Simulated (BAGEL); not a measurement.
# HF/cc-pVDZ (density fitting with cc-pvqz-jkfit) run of GeSiH3ClO (SMILES [SiH3][O][Ge][Cl])

What is the energy change on altering one bond length of GeSiH3ClO at HF/cc-pVDZ (density fitting with cc-pvqz-jkfit)? 

Program for the calculation: BAGEL 1.2.2.

1 further run of the same task is left out (set aside as unsound or not needed).

### 1 The molecule

GeSiH3ClO: 7 atoms, total charge 0, spin state singlet. As SMILES, `[SiH3][O][Ge][Cl]`. The coordinates come from a PBE0-D4/def2-TZVP relaxation. This is one conformer, not always the lowest.

Bond lengths: Si1–O2 1.655 Å, O2–Ge3 1.768 Å, Ge3–Cl4 2.210 Å, Si1–H5 1.484 Å, Si1–H6 1.484 Å, Si1–H7 1.484 Å. Angles: Si1–O2–Ge3 138.4°, O2–Ge3–Cl4 99.4°, O2–Si1–H5 107.2°, O2–Si1–H6 110.4°, O2–Si1–H7 110.5°, H5–Si1–H6 109.5°, H5–Si1–H7 109.5°, H6–Si1–H7 109.7°.

### 2 The energy at HF/cc-pVDZ (density fitting with cc-pvqz-jkfit)

calc.json

```json
{ "bagel" : [

{
  "title" : "molecule",
  "basis" : "cc-pvdz.json",
  "df_basis" : "cc-pvqz-jkfit",
  "angstrom" : true,
  "geometry" : [
    { "atom" : "Si", "xyz" : [    0.184400,    0.664200,   -0.614200 ] },
    { "atom" : "O", "xyz" : [    0.434500,   -0.959500,   -0.413800 ] },
    { "atom" : "Ge", "xyz" : [    0.076600,   -2.215900,    0.776900 ] },
    { "atom" : "Cl", "xyz" : [   -0.991800,   -0.995100,    2.277600 ] },
    { "atom" : "H", "xyz" : [    0.795900,    1.045400,   -1.911300 ] },
    { "atom" : "H", "xyz" : [   -1.268900,    0.965100,   -0.643300 ] },
    { "atom" : "H", "xyz" : [    0.830700,    1.427800,    0.482400 ] }
  ]
},
{
  "title" : "hf"
},
{
  "title" : "print",
  "file" : "orbitals.molden",
  "orbitals" : true
}

]}
```

The basis set cc-pVDZ is read from a file made from the Basis Set Exchange's data (not shown).

On the command line:

```bash
$ BAGEL_NUM_THREADS=1 BAGEL calc.json > calc.out
```

What it wrote:

```text
* using 1 threads per process

  ===============================================================
  ===============================================================

  *** Geometry ***

  { "atom" : "Si", "xyz" : [      0.348465,      1.255156,     -1.160670 ] },
  { "atom" : "O", "xyz" : [      0.821086,     -1.813192,     -0.781969 ] },
  { "atom" : "Ge", "xyz" : [      0.144753,     -4.187444,      1.468128 ] },
  { "atom" : "Cl", "xyz" : [     -1.874230,     -1.880466,      4.304040 ] },
  { "atom" : "H", "xyz" : [      1.504033,      1.975520,     -3.611834 ] },
  { "atom" : "H", "xyz" : [     -2.397873,      1.823775,     -1.215661 ] },
  { "atom" : "H", "xyz" : [      1.569795,      2.698151,      0.911604 ] },

  Number of auxiliary basis functions:      773

  Since a DF basis is specified, we compute 2- and 3-index integrals:
    o Being stored without compression. Storage requirement is 0.052 GB

  Number of basis functions:       92
  Number of electrons      :       74

    * METHOD: MOLECULE                             0.50

  *** RHF ***

  === Nuclear Repulsion ===
   416.5511977919

      * DIIS with orbital gradients will be used.

  === RHF iteration (cc-pvdz.json) ===
      0      -2900.23582289          0.01414215           0.17
      1      -2900.34798755          0.01328802           0.17
      2      -2900.48515186          0.00130938           0.16
      3      -2900.48761217          0.00048677           0.16
      4      -2900.48800223          0.00011315           0.16
      5      -2900.48803278          0.00003046           0.16
      6      -2900.48803523          0.00000734           0.16
      7      -2900.48803535          0.00000252           0.16
      8      -2900.48803536          0.00000096           0.17
      9      -2900.48803536          0.00000026           0.16
     10      -2900.48803536          0.00000010           0.16
     11      -2900.48803536          0.00000004           0.16
     12      -2900.48803536          0.00000001           0.16
     13      -2900.48803536          0.00000000           0.15
    * SCF iteration converged.

    * Permanent dipole moment:
           (   -0.291225,     0.466543,     0.353285) a.u.

    * METHOD: HF                                   2.52

    * METHOD: PRINT                                0.01

  ===============================================================
```

Wall time 3.6 s (1 thread of Intel Xeon 6975P-C (Granite Rapids), shared host); peak memory 0.22 GiB.

### 3 The distorted shape, same level

input.json

```json
{ "bagel": [

{
  "title": "molecule",
  "basis": "cc-pvdz.json",
  "df_basis": "cc-pvqz-jkfit",
  "angstrom": "true",
  "geometry": [
    { "atom": "Si", "xyz": [      -0.549401,       0.206760,       0.942321 ] },
    { "atom": "O", "xyz": [      -0.299301,      -1.416940,       1.142721 ] },
    { "atom": "Ge", "xyz": [      -0.657201,      -2.673340,       2.333421 ] },
    { "atom": "Cl", "xyz": [      -1.725601,      -1.452540,       3.834121 ] },
    { "atom": "H", "xyz": [       0.795900,       1.045400,      -1.911300 ] },
    { "atom": "H", "xyz": [      -2.002701,       0.507660,       0.913221 ] },
    { "atom": "H", "xyz": [       0.096899,       0.970360,       2.038921 ] }
  ]
},

{ "title": "hf" },

{ "title": "print", "file": "orbitals.molden", "orbitals": "true" }

]}
```

The basis set cc-pVDZ is read from a file made from the Basis Set Exchange's data (not shown).

On the command line:

```bash
$ BAGEL_NUM_THREADS=1 BAGEL input.json > input.out
```

What it wrote:

```text
* using 1 threads per process

  ===============================================================
  ===============================================================

  *** Geometry ***

  { "atom" : "Si", "xyz" : [     -1.038217,      0.390720,      1.780729 ] },
  { "atom" : "O", "xyz" : [     -0.565597,     -2.677629,      2.159430 ] },
  { "atom" : "Ge", "xyz" : [     -1.241930,     -5.051880,      4.409527 ] },
  { "atom" : "Cl", "xyz" : [     -3.260913,     -2.744903,      7.245439 ] },
  { "atom" : "H", "xyz" : [      1.504033,      1.975520,     -3.611834 ] },
  { "atom" : "H", "xyz" : [     -3.784556,      0.959338,      1.725738 ] },
  { "atom" : "H", "xyz" : [      0.183113,      1.833715,      3.853002 ] },

  Number of auxiliary basis functions:      773

  Since a DF basis is specified, we compute 2- and 3-index integrals:
    o Being stored without compression. Storage requirement is 0.052 GB

  Number of basis functions:       92
  Number of electrons      :       74

    * METHOD: MOLECULE                             0.51

  *** RHF ***

  === Nuclear Repulsion ===
   411.5056172135

      * DIIS with orbital gradients will be used.

  === RHF iteration (cc-pvdz.json) ===
      0      -2900.04541747          0.01389408           0.17
      1      -2900.14857093          0.01344834           0.17
      2      -2900.28828526          0.00131567           0.16
      3      -2900.29091004          0.00050558           0.16
      4      -2900.29134025          0.00011220           0.16
      5      -2900.29136931          0.00002728           0.16
      6      -2900.29137114          0.00000879           0.16
      7      -2900.29137129          0.00000399           0.16
      8      -2900.29137132          0.00000141           0.17
      9      -2900.29137132          0.00000038           0.16
     10      -2900.29137132          0.00000017           0.16
     11      -2900.29137132          0.00000007           0.16
     12      -2900.29137132          0.00000002           0.16
     13      -2900.29137132          0.00000001           0.16
    * SCF iteration converged.

    * Permanent dipole moment:
           (    0.399416,     1.034436,    -1.168921) a.u.

    * METHOD: HF                                   2.52

    * METHOD: PRINT                                0.01

  ===============================================================
```

Wall time 3.6 s (1 thread of Intel Xeon 6975P-C (Granite Rapids), shared host); peak memory 0.22 GiB.

### 4 Outcome

Level: HF/cc-pVDZ (density fitting with cc-pvqz-jkfit).

| quantity | value |
| --- | --- |
| first shape: total energy | -2900.48804 Eh |
| first shape: dipole moment | 1.66 D |
| first shape: HOMO energy | -10.57 eV |
| first shape: LUMO energy | 0.54 eV |
| first shape: HOMO–LUMO gap | 11.11 eV |
| distorted shape: total energy | -2900.29137 Eh |
| distorted shape: dipole moment | 4.10 D |
| distorted shape: HOMO energy | -7.75 eV |
| distorted shape: LUMO energy | -0.54 eV |
| distorted shape: HOMO–LUMO gap | 7.20 eV |
| energy change with the Si1–H5 bond stretched from 1.484 to 3.264 Å | 5.352 eV |

One bond (distorted shape) is far stretched, which a spin-restricted single reference describes badly; a broken-symmetry solution may lie lower. With the Si1–H5 bond stretched from 1.484 to 3.264 Å the energy rises by 5.35 eV (516 kJ/mol). The first shape isn't relaxed at this level, so the change isn't measured from a minimum. A restricted reference can't describe the breaking bond well at this length.
